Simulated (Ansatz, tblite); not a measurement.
# HgMe2 (C2H6Hg): charged states by level of theory

An exercise on one series of results from a longer session: the logs are not shown, and one member is left open.

Computed with Ansatz 0.2.0, Gaussian basis. Level: as each input shows.

Levels to be run: charge +1 doublet, at the geometry of the singlet (PBE0-D4/def2-TZVP, PBE-D4/def2-TZVP, r2SCAN-D4/def2-TZVP, HF/def2-TZVP, B2PLYP/def2-TZVP, ωB97M-V/def2-TZVP, BHLYP-D4/def2-TZVP, LC-ωPBE/def2-TZVP); the starting singlet's energies come from earlier runs.

## The structure

The geometry is that of the singlet, from an earlier relaxation (PBE0-D4/def2-TZVP).

9 atoms, charge 0, spin multiplicity 1.

Atoms are counted from 1 here; the program's logs count them from 0.

Bond lengths: Hg1–C2 2.095 Å, Hg1–C6 2.095 Å, C2–H3 1.092 Å, C2–H4 1.092 Å, C2–H5 1.092 Å, C6–H7 1.092 Å, C6–H8 1.092 Å, C6–H9 1.092 Å. Angles: C2–Hg1–C6 180.0°, Hg1–C2–H3 110.5°, Hg1–C2–H4 110.5°, Hg1–C2–H5 110.5°, H3–C2–H4 108.4°, H3–C2–H5 108.4°, H4–C2–H5 108.4°, Hg1–C6–H7 110.5°, Hg1–C6–H8 110.5°, Hg1–C6–H9 110.5°, H7–C6–H8 108.4°, H7–C6–H9 108.4°, H8–C6–H9 108.4°.

Hg takes a core potential in the def2 sets. No spin-orbit coupling is included.

Set-up of the first run:

File in.yaml:

```yaml
crystal:
  periodic: [false, false, false]
  atoms:
    - {symbol: Hg, position_ang: [0.000046, 0.000085, 0.000001]}
    - {symbol: C, position_ang: [-0.003465, -0.014833, 2.095404]}
    - {symbol: H, position_ang: [-0.437685, 0.908521, 2.484087]}
    - {symbol: H, position_ang: [1.014700, -0.105213, 2.479297]}
    - {symbol: H, position_ang: [-0.589415, -0.856101, 2.471073]}
    - {symbol: C, position_ang: [0.003497, 0.014888, -2.095404]}
    - {symbol: H, position_ang: [-1.018485, 0.017722, -2.479776]}
    - {symbol: H, position_ang: [0.515265, -0.868103, -2.483502]}
    - {symbol: H, position_ang: [0.515542, 0.903036, -2.471180]}
basis:
  gaussian: {orbitals: def2-SVP}
total_charge: 1
magnetization: {spin_polarized: true, initial_magnetization: 1}
hamiltonian: {xc: pbe0, dispersion: d4}
output: {orbitals: {seedname: orbitals}}
```

Run with:

```bash
> ansatz run in.yaml --threads 2 --pin off --events-out ev --progress --plain --max-ram 4352MiB
```

Among the steps run: Charge +1 doublet at the fixed geometry, first pass, PBE0-D4/def2-SVP; Charge +1 doublet at the fixed geometry, PBE0-D4/def2-TZVP; Charge +1 doublet at the fixed geometry, PBE-D4/def2-TZVP; Charge +1 doublet at the fixed geometry, r2SCAN-D4/def2-TZVP; Charge +1 doublet at the fixed geometry, HF/def2-TZVP; Charge +1 doublet at the fixed geometry, B2PLYP/def2-TZVP; Charge +1 doublet at the fixed geometry, ωB97M-V/def2-TZVP; Charge +1 doublet at the fixed geometry, BHLYP-D4/def2-TZVP; Charge +1 doublet at the fixed geometry, LC-ωPBE/def2-TZVP.

One table of the session follows, with a row left open; its other results are not shown here.

It belongs to the step «Vertical ionisation energy». Beside −ε(HOMO) of the starting state:

```
              level  −ε(HOMO) (eV)  by difference (eV)  mismatch (eV)
   PBE-D4/def2-TZVP           6.01                9.05          -3.05
r2SCAN-D4/def2-TZVP           6.18                8.96          -2.78
  PBE0-D4/def2-TZVP           7.07                9.10          -2.03
 BHLYP-D4/def2-TZVP           8.02                9.00          -0.99
  LC-ωPBE/def2-TZVP              ?                   ?              ?
  ωB97M-V/def2-TZVP           9.18                9.28          -0.10
```

Q: Estimate the row for LC-ωPBE/def2-TZVP from the others.

The run gave: −ε(HOMO) (eV): 9.68; by difference (eV): 9.38; mismatch (eV): +0.29. In the column «−ε(HOMO) (eV)» it is the highest.
